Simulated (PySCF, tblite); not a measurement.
# C5H9F2 radical: geometry, infrared bands and EPR parameters

Aim: predict the infrared bands and EPR parameters of C5H9F2 radical (`FCC[CH]CCF`).

The runs use tblite 0.8.0 and PySCF 2.14.0, with density-fitted response routines of our own; the level of theory stands in each step. All values are computed, except where a source is named. Atoms count from 0, in the outputs and in this text.

## (1) The starting structure

16 atoms, charge 0, multiplicity 2; geometry from: force field or distance geometry start.

Bonds of the start (Å): F0–C1 1.36, C1–C2 1.51, C2–C3 1.51, C3–C4 1.51, C4–C5 1.52, C5–F6 1.36, C1–H7 1.08, C1–H8 1.11, C2–H9 1.09, C2–H10 1.09, C3–H11 1.08, C4–H12 1.10, C4–H13 1.10, C5–H14 1.10, C5–H15 1.10.

## (2) Geometry optimisation with GFN2-xTB

The job: settings as JSON, then the geometry in Å.

```
{"job": {"kind": "relax", "xc": "GFN2-xTB", "basis": "xTB"}, "charge": 0, "multiplicity": 2}
F      0.860500    -0.962600     1.581900
C      1.509700    -1.182300     0.405300
C      1.523000     0.081400    -0.418600
C      0.149900     0.462900    -0.928600
C     -0.864200     1.064000     0.009300
C     -2.000100     0.104100     0.337000
F     -2.707900    -0.161300    -0.792600
H      1.029200    -2.013400    -0.095400
H      2.542000    -1.485300     0.668800
H      2.167100    -0.054100    -1.283100
H      1.916700     0.914100     0.163900
H     -0.159900     0.165500    -1.919600
H     -0.384900     1.404500     0.935100
H     -1.274300     1.949700    -0.496000
H     -2.683300     0.564000     1.065600
H     -1.631200    -0.842300     0.755700
```

Command:

```console
$ OMP_NUM_THREADS=1 python probes_run.py task.json out
```

The driver reads the jobs from task.json and runs them one after another.

**Question.** This job is followed by: GFN2-xTB harmonic vibrations, gas phase; UKS B3LYP, pcH-1 on C F H, non-relativistic, mean-field spin-orbit, GIAO. Predict these results of the whole session: strongest single infrared mode (GFN2-xTB); zero-point energy (GFN2-xTB); g(iso) (B3LYP); ⟨S²⟩; largest a(iso) (averaged by class); surface potential, 1st and 99th percentile.

**Answer**, as computed:

| quantity | value |
| --- | --- |
| strongest single infrared mode (GFN2-xTB) | 1047 cm⁻¹, 72 km/mol |
| zero-point energy (GFN2-xTB) | 80.7 kcal/mol |
| g(iso) (B3LYP) | 2.00264 |
| ⟨S²⟩ | 0.754 (exact 0.75) |
| largest a(iso) (averaged by class) | 13C on C3, 102.3 MHz |
| surface potential, 1st and 99th percentile | -1.17 V and 0.96 V |

In words: Relaxing lowered the energy by 0.099 eV in 83 steps; the close pair that moved most is C2–C3, from 1.514 to 1.478 Å. All 42 modes are real, so the xTB geometry is a minimum. The strongest single mode, at 1047 cm⁻¹, is spread over several atoms, C5, F6, C4 among them. GFN2-xTB is a fitted tight-binding method: band positions and strengths are rough. Its intensities can rank the bands wrongly. C3 carries the largest spin population, 1.03 e. The isotropic g lies 0.3 ppt above the free-electron value.
